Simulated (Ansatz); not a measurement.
# CH₅NSSi: one species, many methods

Aim: compute CH₅NSSi with functionals from several rungs and with coupled cluster, and see how far each lands from CCSD(T) at the basis-set limit for the atomisation energy.

Method: functionals in def2-TZVPP, the program's frozen cores in correlated methods; program: Ansatz 0.2.0, Gaussian basis.

Plan: LDA (SPW92), PBE-D4, revPBE-D4, BLYP-D4, r2SCAN-D4, B97M-V, PBE0-D4, B3LYP-D4, r2SCANh-D4, r2SCAN0-D4, HSE06-D4, BHLYP-D4, CAM-B3LYP-D4, LC-ωPBE, ωB97X-V, ωB97M-V, B2PLYP, PBE-QIDH; CCSD(T)/def2-SVP; CCSD(T)/def2-TZVPP; MP2/def2-QZVPP; extrapolation to the limit; RPA on PBE.

**1. The relaxed structure**

The geometry comes from an earlier relaxation with PBE0-D4 in a triple-zeta def2 set; it is a stationary point, not always the lowest conformer.

SMILES `NC([SiH3])=S`, 9 atoms, charge 0, spin multiplicity 1.

Atoms are counted from 1 here; the program's logs count them from 0.

Bond lengths: N1–C2 1.335 Å, N1–H5 1.010 Å, N1–H6 1.006 Å, C2–Si3 1.892 Å, C2–S4 1.643 Å, Si3–H7 1.480 Å, Si3–H8 1.480 Å, Si3–H9 1.495 Å. Angles: C2–N1–H5 119.5°, C2–N1–H6 121.8°, H5–N1–H6 118.8°, N1–C2–Si3 119.7°, N1–C2–S4 124.2°, Si3–C2–S4 116.2°, C2–Si3–H7 108.6°, C2–Si3–H8 108.6°, C2–Si3–H9 110.0°, H7–Si3–H8 111.3°, H7–Si3–H9 109.2°, H8–Si3–H9 109.2°.

**2. LDA**

This LDA is Slater exchange with PW92 correlation.

File in.yaml:

```yaml
crystal:
  periodic: [false, false, false]
  atoms:
    - {symbol: N, position_ang: [-0.228881, 1.390578, -0.630580]}
    - {symbol: C, position_ang: [0.001400, 0.078450, -0.716868]}
    - {symbol: Si, position_ang: [0.167501, -0.949365, 0.863365]}
    - {symbol: S, position_ang: [0.157323, -0.739640, -2.132814]}
    - {symbol: H, position_ang: [-0.316913, 1.936017, -1.475916]}
    - {symbol: H, position_ang: [-0.318434, 1.855005, 0.257013]}
    - {symbol: H, position_ang: [1.515978, -1.558730, 0.889394]}
    - {symbol: H, position_ang: [-0.890214, -1.984492, 0.865560]}
    - {symbol: H, position_ang: [0.000838, -0.074222, 2.063748]}
basis:
  gaussian: {orbitals: def2-TZVPP}
hamiltonian: {xc: lda}
output: {orbitals: {seedname: orbitals}}
```

Run with:

```sh
ansatz run in.yaml --threads 2 --pin off --events-out ev --progress --plain --max-ram 4352MiB
```

Further steps of the session: PBE-D4 (GGA); revPBE-D4 (GGA); BLYP-D4 (GGA); r2SCAN-D4 (meta-GGA); B97M-V (meta-GGA); PBE0-D4 (hybrid); B3LYP-D4 (hybrid); r2SCANh-D4 (hybrid); r2SCAN0-D4 (hybrid); HSE06-D4 (hybrid); BHLYP-D4 (hybrid); CAM-B3LYP-D4 (range-separated); LC-ωPBE (range-separated); ωB97X-V (range-separated); ωB97M-V (range-separated); B2PLYP (double hybrid); PBE-QIDH (double hybrid); CCSD(T) in def2-SVP; CCSD(T) in def2-TZVPP; MP2 in def2-QZVPP; RPA on PBE orbitals.

Before running them: what should the planned runs give, taken together? Wanted: atomisation energy, CCSD(T)/CBS; farthest beyond LDA; mean size of error, GGA; mean size of error, meta-GGA; mean size of error, hybrid; mean size of error, range-separated; mean size of error, double hybrid; gap, smallest and largest; T1 diagnostic.

As calculated:

| quantity | value |
| --- | --- |
| atomisation energy, CCSD(T)/CBS | 3030.6 kJ/mol |
| functionals within 15.2 kJ/mol (0.5 %) | revPBE-D4, r2SCAN-D4, PBE0-D4, r2SCANh-D4, HSE06-D4, CAM-B3LYP-D4 |
| farthest beyond LDA | BHLYP-D4 (-86.7 kJ/mol) |
| mean size of error, GGA | 37.2 kJ/mol |
| mean size of error, meta-GGA | 17.9 kJ/mol |
| mean size of error, hybrid | 30.6 kJ/mol |
| mean size of error, range-separated | 23.6 kJ/mol |
| mean size of error, double hybrid | 31.1 kJ/mol |
| gap, smallest and largest | 2.67 eV (LDA (SPW92)), 9.57 eV (LC-ωPBE) |
| T1 diagnostic | 0.0176 |
| triples share of the correlation energy | 4.6 % |

What this shows: The LDA atomisation energy is off by 474.2 kJ/mol (16 %): it overbinds. PBE-D4 is off by +78.9 kJ/mol. Double hybrids carry the basis error of their MP2 part in triple zeta, and no dispersion term here, so their miss is partly the set-up's. Taken by rung, meta-GGA functionals do best (17.9 kJ/mol on average) and GGA ones worst beyond LDA (37.2 kJ/mol). The gap between the best rungs is small, so their order is not settled. The reference freezes the cores and leaves out relativity and excitations past (T), so misses under about 15.2 kJ/mol can't be ranked. Hartree-Fock recovers 69 % of the binding; the rest is correlation. CCSD(T) in def2-SVP is off by -219.4 kJ/mol, more than most functionals: a good method in a small basis is no reference. The gap grows from 2.7 to 9.6 eV across the functionals, mostly with the share of exact exchange.
